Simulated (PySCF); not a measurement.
# GeH4 (GeH4): fields and orbitals, part 2 of 2

Aim: take GeH4 (GeH4) and compute its lowest excited states and analyse its density (charges, bond critical points, surface potential).

PySCF 2.14.0; Gaussian basis, gas phase.

### 4 Density, bond paths and surface potential (TPSSh/def2-svp)

Contents of input.py:

```python
import numpy as np
from pyscf import gto, scf, dft
from pyscf.scf import atom_ks, atom_hf
from scipy.linalg import block_diag

def solve(mol, dm0=None, hcore=None):
    mf = (dft.UKS if mol.spin else dft.RKS)(mol, xc='tpssh')
    mf.grids.level = 3
    mf = mf.density_fit(auxbasis='def2-universal-jkfit')
    mf.conv_tol, mf.max_cycle = 1e-8, 80
    if hcore is not None:
        mf.get_hcore = lambda *args: hcore
    mf.kernel(dm0)
    if not mf.converged:
        mf = mf.newton().run(mf.mo_coeff, mf.mo_occ, max_cycle=30)
    assert mf.converged, 'SCF not converged'
    return mf

mol = gto.M(atom='''
Ge    -0.00001     0.00000     0.00000
H     -0.85684     0.89041    -0.81929
H     -0.85684    -0.89042     0.81923
H      0.85703     0.82052     0.88902
H      0.85703    -0.82053    -0.88908
''', basis='def2-svp', charge=0, spin=0, verbose=4)
mf = solve(mol)
mf.analyze()
# spherically averaged free atoms, for the promolecule
atm = atom_ks.get_atm_nrks(mol, xc='tpssh')
pro = block_diag(*[(atm[a[0]][2] * atm[a[0]][3]) @ atm[a[0]][2].T for a in mol._atom])
np.savez('result.npz', e=mf.e_tot, c=mf.mo_coeff, occ=mf.mo_occ, eps=mf.mo_energy, pro=pro, dip=mf.dip_moment(verbose=0), s2=mf.spin_square()[0])
```

Run with:

```sh
OMP_NUM_THREADS=1 python input.py
```

Log:

```text
[ENV] PYSCF_TMPDIR <dir>
[ENV] PYSCF_MAX_MEMORY 1375
[INPUT] verbose = 4
[INPUT] num. atoms = 5
[INPUT] num. electrons = 36
[INPUT] charge = 0
[INPUT] spin (= nelec alpha-beta = 2S) = 0
[INPUT] symmetry False subgroup None
[INPUT] Mole.unit = angstrom
[INPUT] Symbol           X                Y                Z      unit          X                Y                Z       unit  Magmom
[INPUT]  1 Ge    -0.000010000000   0.000000000000   0.000000000000 AA   -0.000018897261   0.000000000000   0.000000000000 Bohr   0.0
[INPUT]  2 H     -0.856840000000   0.890410000000  -0.819290000000 AA   -1.619192932572   1.682631038574  -1.548233716595 Bohr   0.0
[INPUT]  3 H     -0.856840000000  -0.890420000000   0.819230000000 AA   -1.619192932572  -1.682649935835   1.548120333027 Bohr   0.0
[INPUT]  4 H      0.857030000000   0.820520000000   0.889020000000 AA    1.619551980536   1.550558079728   1.680004319261 Bohr   0.0
[INPUT]  5 H      0.857030000000  -0.820530000000  -0.889080000000 AA    1.619551980536  -1.550576976989  -1.680117702828 Bohr   0.0

nuclear repulsion = 46.9969540022219
number of shells = 24
number of NR pGTOs = 102
number of NR cGTOs = 52
basis = def2-svp
ecp = {}

******** <class 'pyscf.df.df_jk.DFRKS'> ********
method = DFRKS
initial guess = minao
damping factor = 0
level_shift factor = 0
DIIS = <class 'pyscf.scf.diis.CDIIS'>
diis_start_cycle = 1
diis_space = 8
diis_damp = 0
SCF conv_tol = 1e-08
SCF conv_tol_grad = None
SCF max_cycles = 80
direct_scf = False
XC library pyscf.dft.libxc version 7.0.0
    S. Lehtola, C. Steigemann, M. J.T. Oliveira, and M. A.L. Marques.,  SoftwareX 7, 1–5 (2018)
XC functionals = tpssh
    V. N. Staroverov, G. E. Scuseria, J. Tao, and J. P. Perdew.,  J. Chem. Phys. 119, 12129 (2003)
radial grids:
    Treutler-Ahlrichs [JCP 102, 346 (1995); DOI:10.1063/1.469408] (M4) radial grids

becke partition: Becke, JCP 88, 2547 (1988); DOI:10.1063/1.454033
pruning grids: <function nwchem_prune at 0x77ece7185ee0>
grids dens level: 3
symmetrized grids: False
atomic radii adjust function: <function treutler_atomic_radii_adjust at 0x77ece71863e0>
small_rho_cutoff = 0
Set gradient conv threshold to 0.0001
Initial guess from minao.
tot grids = 59872
******** <class 'pyscf.df.df.DF'> ********
auxbasis = def2-universal-jkfit
init E= -2078.36053900449
  HOMO = -0.365499579717062  LUMO = 0.0182928544349676  gap/eV = 10.44352
cycle= 1 E= -2079.08235982286  delta_E= -0.722  |g|= 0.424  |ddm|= 1.92
  HOMO = -0.339774068616977  LUMO = 0.0479254442986463  gap/eV = 10.54984
cycle= 2 E= -2079.07830284912  delta_E= 0.00406  |g|= 0.474  |ddm|= 0.384
  HOMO = -0.3317355807782  LUMO = 0.0547343673574072  gap/eV = 10.51638
cycle= 3 E= -2079.09883384982  delta_E= -0.0205  |g|= 0.0125  |ddm|= 0.228
  HOMO = -0.337114357855573  LUMO = 0.05123973504573  gap/eV = 10.56765
cycle= 4 E= -2079.0988682323  delta_E= -3.44e-05  |g|= 0.00259  |ddm|= 0.0195
  HOMO = -0.336498503575237  LUMO = 0.0517250214722135  gap/eV = 10.56410
cycle= 5 E= -2079.09887040064  delta_E= -2.17e-06  |g|= 0.000385  |ddm|= 0.00473
  HOMO = -0.336495784081749  LUMO = 0.051723177650111  gap/eV = 10.56398
cycle= 6 E= -2079.09887044935  delta_E= -4.87e-08  |g|= 8.08e-06  |ddm|= 0.000593
  HOMO = -0.336495546933407  LUMO = 0.0517236235319421  gap/eV = 10.56398
cycle= 7 E= -2079.09887044937  delta_E= -2.05e-11  |g|= 3.5e-07  |ddm|= 2.33e-05
  HOMO = -0.336495575768644  LUMO = 0.0517236065955414  gap/eV = 10.56398
Extra cycle  E= -2079.09887044936  delta_E= 7.28e-12  |g|= 3.81e-07  |ddm|= 1.15e-06
converged SCF energy = -2079.09887044936
**** SCF Summaries ****
Total Energy =                       -2079.098870449361129
Nuclear Repulsion Energy =              46.996954002221877
One-electron Energy =                -2989.916751385520911
Two-electron Energy =                  863.820926933937812
Two-electron Coulomb Energy =          944.332307731969422
DFT Exchange-Correlation Energy =      -80.511380798031595
HOMO-LUMO gap [eV] =                    10.563982031680617
**** MO energy ****
MO #1   energy= -398.416407914247  occ= 2
MO #2   energy= -49.5588862325366  occ= 2
MO #3   energy= -44.0634449215294  occ= 2
MO #4   energy= -44.0634397042762  occ= 2
MO #5   energy= -44.063436723579   occ= 2
MO #6   energy= -6.14310026127517  occ= 2
MO #7   energy= -4.31102208908658  occ= 2
MO #8   energy= -4.31101092300016  occ= 2
MO #9   energy= -4.31100455520916  occ= 2
MO #10  energy= -1.14637019850101  occ= 2
MO #11  energy= -1.14636769452752  occ= 2
MO #12  energy= -1.1463664377969   occ= 2
MO #13  energy= -1.14323646120338  occ= 2
MO #14  energy= -1.14322199657429  occ= 2
MO #15  energy= -0.553163712621514 occ= 2
MO #16  energy= -0.336868311115891 occ= 2
MO #17  energy= -0.336733041444104 occ= 2
MO #18  energy= -0.336495575768644 occ= 2
MO #19  energy= 0.0517236065955414 occ= 0
MO #20  energy= 0.0520523303875072 occ= 0
MO #21  energy= 0.0522401529775844 occ= 0
MO #22  energy= 0.0811240528750075 occ= 0
MO #23  energy= 0.210966179501255  occ= 0
MO #24  energy= 0.287621631498604  occ= 0
MO #25  energy= 0.287677295478445  occ= 0
MO #26  energy= 0.287775004895367  occ= 0
MO #27  energy= 0.345450356405109  occ= 0
MO #28  energy= 0.34557524117691   occ= 0
MO #29  energy= 0.473117375445017  occ= 0
MO #30  energy= 0.473406262758298  occ= 0
MO #31  energy= 0.47357145468838   occ= 0
MO #32  energy= 0.643046139093708  occ= 0
MO #33  energy= 0.924772443153649  occ= 0
MO #34  energy= 0.924979474668046  occ= 0
MO #35  energy= 0.92535638022931   occ= 0
MO #36  energy= 1.37715894370634   occ= 0
MO #37  energy= 1.3772006070658    occ= 0
MO #38  energy= 1.37726898367105   occ= 0
MO #39  energy= 1.65816905506766   occ= 0
MO #40  energy= 1.65833748643973   occ= 0
MO #41  energy= 1.65870837418999   occ= 0
MO #42  energy= 1.87920001354763   occ= 0
MO #43  energy= 1.88085195910951   occ= 0
MO #44  energy= 1.9024705402286    occ= 0
MO #45  energy= 1.90382503235826   occ= 0
MO #46  energy= 1.90460253926249   occ= 0
MO #47  energy= 1.94856380335038   occ= 0
MO #48  energy= 2.37771672812388   occ= 0
MO #49  energy= 2.37791538745065   occ= 0
MO #50  energy= 2.77522507653663   occ= 0
MO #51  energy= 2.77545238593902   occ= 0
MO #52  energy= 2.77584669770946   occ= 0
 ** Mulliken pop on meta-lowdin orthogonal AOs  **
 ** Mulliken pop  **
pop of  0 Ge 1s           2.00000
pop of  0 Ge 2s           1.99997
pop of  0 Ge 3s           1.99972
pop of  0 Ge 4s           1.12412
pop of  0 Ge 5s           0.00679
pop of  0 Ge 2px          1.99999
pop of  0 Ge 2py          1.99999
pop of  0 Ge 2pz          1.99999
pop of  0 Ge 3px          1.99991
pop of  0 Ge 3py          1.99991
pop of  0 Ge 3pz          1.99991
pop of  0 Ge 4px          0.85717
pop of  0 Ge 4py          0.85704
pop of  0 Ge 4pz          0.85682
pop of  0 Ge 5px          0.01125
pop of  0 Ge 5py          0.01124
pop of  0 Ge 5pz          0.01121
pop of  0 Ge 3dxy         1.99848
pop of  0 Ge 3dyz         1.99849
pop of  0 Ge 3dz^2        1.99924
pop of  0 Ge 3dxz         1.99849
pop of  0 Ge 3dx2-y2      1.99924
pop of  0 Ge 4dxy         0.00270
pop of  0 Ge 4dyz         0.00267
pop of  0 Ge 4dz^2        0.00041
pop of  0 Ge 4dxz         0.00269
pop of  0 Ge 4dx2-y2      0.00041
pop of  0 Ge 5dxy         0.00043
pop of  0 Ge 5dyz         0.00043
pop of  0 Ge 5dz^2        0.00022
pop of  0 Ge 5dxz         0.00043
pop of  0 Ge 5dx2-y2      0.00022
pop of  1 H 1s            1.05773
pop of  1 H 2s            0.00438
pop of  1 H 2px           0.00100
pop of  1 H 2py           0.00107
pop of  1 H 2pz           0.00091
pop of  2 H 1s            1.05773
pop of  2 H 2s            0.00438
pop of  2 H 2px           0.00100
pop of  2 H 2py           0.00107
pop of  2 H 2pz           0.00091
pop of  3 H 1s            1.05774
pop of  3 H 2s            0.00438
pop of  3 H 2px           0.00100
pop of  3 H 2py           0.00092
pop of  3 H 2pz           0.00107
pop of  4 H 1s            1.05775
pop of  4 H 2s            0.00438
pop of  4 H 2px           0.00100
pop of  4 H 2py           0.00092
pop of  4 H 2pz           0.00107
 ** Mulliken atomic charges  **
charge of    0Ge =      0.26039
charge of    1H =     -0.06509
charge of    2H =     -0.06509
charge of    3H =     -0.06510
charge of    4H =     -0.06510
Dipole moment(X, Y, Z, Debye): -0.00039,  0.00002,  0.00013
Spherically averaged atomic KS for {'H', 'Ge'}

******** <class 'pyscf.scf.atom_ks.AtomSphAverageRKS'> ********
method = AtomSphAverageRKS
initial guess = vsap
damping factor = 0
level_shift factor = 0
diis_start_cycle = 1
diis_space = 12
SCF conv_tol = 1e-09
SCF conv_tol_grad = None
SCF max_cycles = 50
direct_scf = True
direct_scf_tol = 1e-13
XC library pyscf.dft.libxc version 7.0.0
    S. Lehtola, C. Steigemann, M. J.T. Oliveira, and M. A.L. Marques.,  SoftwareX 7, 1–5 (2018)
XC functionals = tpssh
    V. N. Staroverov, G. E. Scuseria, J. Tao, and J. P. Perdew.,  J. Chem. Phys. 119, 12129 (2003)
radial grids:
    Treutler-Ahlrichs [JCP 102, 346 (1995); DOI:10.1063/1.469408] (M4) radial grids

becke partition: Becke, JCP 88, 2547 (1988); DOI:10.1063/1.454033
pruning grids: <function nwchem_prune at 0x77ece7185ee0>
grids dens level: 3
symmetrized grids: False
atomic radii adjust function: <function treutler_atomic_radii_adjust at 0x77ece71863e0>
User specified grid scheme (100, 434)
small_rho_cutoff = 0
Set gradient conv threshold to 3.16228e-05
tot grids = 22928
init E= -2029.54859012183
cycle= 1 E= -2029.54576346006  delta_E= 0.00283  |g|=    0  |ddm|= 0.34
cycle= 2 E= -2029.53613347087  delta_E= 0.00963  |g|=    0  |ddm|= 0.526
cycle= 3 E= -2029.57150257974  delta_E= -0.0354  |g|=    0  |ddm|= 0.271
cycle= 4 E= -2029.5714643574  delta_E= 3.82e-05  |g|=    0  |ddm|= 0.0362
cycle= 5 E= -2029.57165023727  delta_E= -0.000186  |g|=    0  |ddm|= 0.0203
cycle= 6 E= -2029.57165011262  delta_E= 1.25e-07  |g|=    0  |ddm|= 0.00197
cycle= 7 E= -2029.57165076687  delta_E= -6.54e-07  |g|=    0  |ddm|= 0.00119
cycle= 8 E= -2029.57165076676  delta_E= 1.1e-10  |g|=    0  |ddm|= 7.33e-05
Extra cycle  E= -2029.57165076637  delta_E= 3.91e-10  |g|=    0  |ddm|= 0.000117
Atomic HF for atom  Ge  converged. SCF energy = -2029.57165076637

******** <class 'pyscf.scf.atom_ks.AtomSphAverageRKS'> ********
method = AtomSphAverageRKS
initial guess = vsap
damping factor = 0
level_shift factor = 0
diis_start_cycle = 1
diis_space = 12
SCF conv_tol = 1e-09
SCF conv_tol_grad = None
SCF max_cycles = 50
direct_scf = True
direct_scf_tol = 1e-13
XC library pyscf.dft.libxc version 7.0.0
    S. Lehtola, C. Steigemann, M. J.T. Oliveira, and M. A.L. Marques.,  SoftwareX 7, 1–5 (2018)
XC functionals = tpssh
    V. N. Staroverov, G. E. Scuseria, J. Tao, and J. P. Perdew.,  J. Chem. Phys. 119, 12129 (2003)
radial grids:
    Treutler-Ahlrichs [JCP 102, 346 (1995); DOI:10.1063/1.469408] (M4) radial grids

becke partition: Becke, JCP 88, 2547 (1988); DOI:10.1063/1.454033
pruning grids: <function nwchem_prune at 0x77ece7185ee0>
grids dens level: 3
symmetrized grids: False
atomic radii adjust function: <function treutler_atomic_radii_adjust at 0x77ece71863e0>
User specified grid scheme (100, 434)
small_rho_cutoff = 0
Set gradient conv threshold to 3.16228e-05
tot grids = 26240
init E= 46.5576253281052
cycle= 1 E= 46.54876738878  delta_E= -0.00886  |g|=    0  |ddm|= 0.221
cycle= 2 E= 46.5487672064976  delta_E= -1.82e-07  |g|=    0  |ddm|= 0.00102
cycle= 3 E= 46.5487672062146  delta_E= -2.83e-10  |g|=    0  |ddm|= 4e-05
Extra cycle  E= 46.5487672062142  delta_E= -4.41e-13  |g|=    0  |ddm|= 1.58e-06
Atomic HF for atom  H  converged. SCF energy = 46.5487672062142
```

Run time: 2.9 s. Hardware: 1 thread of Intel Xeon 6975P-C (Granite Rapids), shared host; peak memory 0.26 GiB.

### 5 Post-processing

Deformation density: the molecule less spherical free atoms.

Ge1–H2 and Ge1–H5: +0.25 e/Å³ at the bond critical point (bond length 1.48 Å, Mayer order 1.0). In all, 1.0 electrons are displaced relative to the promolecule.

The highest Hirshfeld charge is on Ge1 (+0.29 e), the lowest on H2, H3, H4 and H5 (−0.07 e).

| atom | charge (e) |
| --- | --- |
| Ge1 | +0.29 |
| H2 | −0.07 |
| H3 | −0.07 |
| H4 | −0.07 |
| H5 | −0.07 |

Topology of the density (QTAIM).

5 nuclei, 4 bond, 0 ring and 0 cage critical points: 5 − 4 + 0 − 0 = 1, as the Poincaré–Hopf relation requires.

| bond | length (Å) | ρ (a.u.) | ∇²ρ (a.u.) | ε | H (a.u.) |
| --- | --- | --- | --- | --- | --- |
| Ge1–H3 (×4) | 1.483 | 0.145 | +0.10 | 0.00 | −0.089 |

Polar or intermediate (positive Laplacian, negative energy density H): ρ = 0.145, ∇²ρ = +0.10, H = −0.089 a.u.

On the 0.001 a.u. surface of the density.

The lowest local ionisation energy is 9.5 eV, 1.4 Å from H5, and at symmetry-equivalent points. For comparison, the highest occupied orbital lies at −9.2 eV.

About 62 Å³; the dipole moment is 0.0 D.

### 6 Summary of results

What follows sums up all 2 parts.

```
                                   quantity           value
lowest singlet excitation (wB97X/def2-svpd)         9.39 eV
             dipole moment (TPSSh/def2-svp)          0.00 D
                HOMO, LUMO (TPSSh/def2-svp)  -9.16, 1.41 eV
```

In words: At TPSSh/def2-svp: The highest Hirshfeld charge is on Ge1 (+0.29 e), the lowest on H2, H3, H4 and H5 (−0.07 e). All values hold at the given geometry, in the gas phase.
